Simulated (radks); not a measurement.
**Ti⁻ inside a hard spherical wall**

What does compression do to the levels of Ti⁻? A hard sphere of shrinking radius stands in for pressure; the configuration is held at [Ar] 3d3 4s2.

Method: scalar-relativistic Kohn-Sham, LDA (Slater exchange, VWN5 correlation), spin-unpolarised, spherical densities, point nucleus. Code: radks (a radial shooting solver on a logarithmic mesh, Libxc functionals) version 1.

### Step 1. The system

| Quantity | Value |
| --- | --- |
| element | titanium (Z = 22) |
| charge | -1 |
| electrons | 23 |
| configuration | [Ar] 3d3 4s2 |

The outer shells:

Ti⁻
```
[Ar] core
3d [↑ ][↑ ][↑ ][  ][  ]
4s [↑↓]
```

### Step 2. Wall at 15 bohr

Input:

```text
Z 22
configuration [Ar] 3d3 4s2 4p0 5s0 4d0
relativity scalar-relativistic
functional lda,vwn5
spin unpolarised
nucleus point
wall 15 bohr
c 137.035999084
```

### Step 3. Wall at 12 bohr

Settings, as their differences from step 2:

```diff
@@ -6,3 +6,3 @@
 nucleus point
-wall 15 bohr
+wall 12 bohr
 c 137.035999084
```

### Step 4. Wall at 6 bohr

Settings, as their differences from step 3:

```diff
@@ -6,3 +6,3 @@
 nucleus point
-wall 12 bohr
+wall 6 bohr
 c 137.035999084
```

### Step 5. Wall at 4 bohr

Settings, as their differences from step 4:

```diff
@@ -6,3 +6,3 @@
 nucleus point
-wall 6 bohr
+wall 4 bohr
 c 137.035999084
```

### Step 6. Wall at 2.5 bohr

Settings, as their differences from step 5:

```diff
@@ -6,3 +6,3 @@
 nucleus point
-wall 4 bohr
+wall 2.5 bohr
 c 137.035999084
```

### Step 7. Wall at 1.5 bohr

Settings, as their differences from step 6:

```diff
@@ -6,3 +6,3 @@
 nucleus point
-wall 2.5 bohr
+wall 1.5 bohr
 c 137.035999084
```

What does the calculation give? Wanted: for each run, R; E − E(widest); ε(4p, empty); ε(3d); ε(5s, empty); ε(4d, empty); pressure.

**Answer**, as computed:

```csv
R (bohr),E − E(widest) (eV),"ε(4p, empty) (eV)",ε(3d) (eV),"ε(5s, empty) (eV)","ε(4d, empty) (eV)",pressure (GPa)
15,0.000,2.287,2.349,2.849,3.509,0.00741
12,0.107,2.757,2.726,4.149,4.749,0.0383
6,4.503,8.342,7.035,20.328,15.651,8.11
4,24.717,22.698,15.354,59.217,36.717,131
2.5,153.12,84.403,40.998,206.14,104.93,3268
1.5,1049.7,354.41,136.32,777.67,345.87,95788
```

In words: At the tightest wall, 1.5 bohr, the energy stands 1049.7 eV above the widest wall (15 bohr) and the pressure, −dE/dV, is 95788 GPa. Of the levels in the table that exist at both ends, 5s (empty) rises most from the widest wall (15 bohr) (774.82 eV). From R = 15 bohr inwards the highest occupied level lies above zero, in an anion first from self-interaction, then from the wall. Shells are not refilled when levels cross, and a hard wall is a model, not a crystal.
